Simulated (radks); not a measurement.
# Spin polarisation of the 4f shell in Sm²⁺

Aim: the energy gained and the exchange splitting as electrons of the 4f shell of Sm²⁺ are turned from spin down to spin up.

The numbers are computed with radks (a radial shooting solver on a logarithmic mesh, Libxc functionals) version 1 (scalar-relativistic Kohn-Sham, PBE, spin-polarised, spherical densities, point nucleus), except any that are marked as measured or tabulated.

## 1. What is computed

* element: samarium (Z = 62)
* charge: +2
* electrons: 60
* configuration: [Xe] 4f(up 3, down 3)

A shell typed twice in an input gives spin up, then spin down.

## 2. No moment

Settings of this run:

```text
Z 62
configuration [Xe] 4f3 4f3
relativity scalar-relativistic
functional pbe,pbe
spin polarised
nucleus point
c 137.035999084
```

## 3. moment 1 in 4f

Settings of this run:

```text
Z 62
configuration [Xe] 4f3.5 4f2.5
relativity scalar-relativistic
functional pbe,pbe
spin polarised
nucleus point
c 137.035999084
```

## 4. moment 2 in 4f

Settings of this run:

```text
Z 62
configuration [Xe] 4f4 4f2
relativity scalar-relativistic
functional pbe,pbe
spin polarised
nucleus point
c 137.035999084
```

## 5. moment 3 in 4f

Settings of this run:

```text
Z 62
configuration [Xe] 4f4.5 4f1.5
relativity scalar-relativistic
functional pbe,pbe
spin polarised
nucleus point
c 137.035999084
```

## 6. moment 4 in 4f

Settings of this run:

```text
Z 62
configuration [Xe] 4f5 4f1
relativity scalar-relativistic
functional pbe,pbe
spin polarised
nucleus point
c 137.035999084
```

## 7. moment 5 in 4f

Settings of this run:

```text
Z 62
configuration [Xe] 4f5.5 4f0.5
relativity scalar-relativistic
functional pbe,pbe
spin polarised
nucleus point
c 137.035999084
```

## 8. moment 6 in 4f

Settings of this run:

```text
Z 62
configuration [Xe] 4f6 4f0
relativity scalar-relativistic
functional pbe,pbe
spin polarised
nucleus point
c 137.035999084
```

Q: Predict the outcome of this session. Wanted: for each run, moment; E − E(0); ε(4f up); ε(4f down); splitting.

**Answer**, as computed:

| moment (μB) | E − E(0) (eV) | ε(4f up) (eV) | ε(4f down) (eV) | splitting (eV) |
| --- | --- | --- | --- | --- |
| 0 | 0.000 | -15.710 | -15.710 | 0.000 |
| 1 | -0.170 | -16.031 | -15.351 | 0.680 |
| 2 | -0.681 | -16.314 | -14.955 | 1.359 |
| 3 | -1.530 | -16.556 | -14.520 | 2.036 |
| 4 | -2.718 | -16.755 | -14.046 | 2.709 |
| 5 | -4.240 | -16.907 | -13.531 | 3.376 |
| 6 | -6.095 | -17.008 | -12.972 | 4.036 |

**Reading.** At a moment of 6 μB the energy has fallen by 6.10 eV and the 4f levels split by 4.04 eV, 0.673 eV per μB. The Stoner form E = −I m²/4 would give I = 0.677 eV. The energy falls at every step.
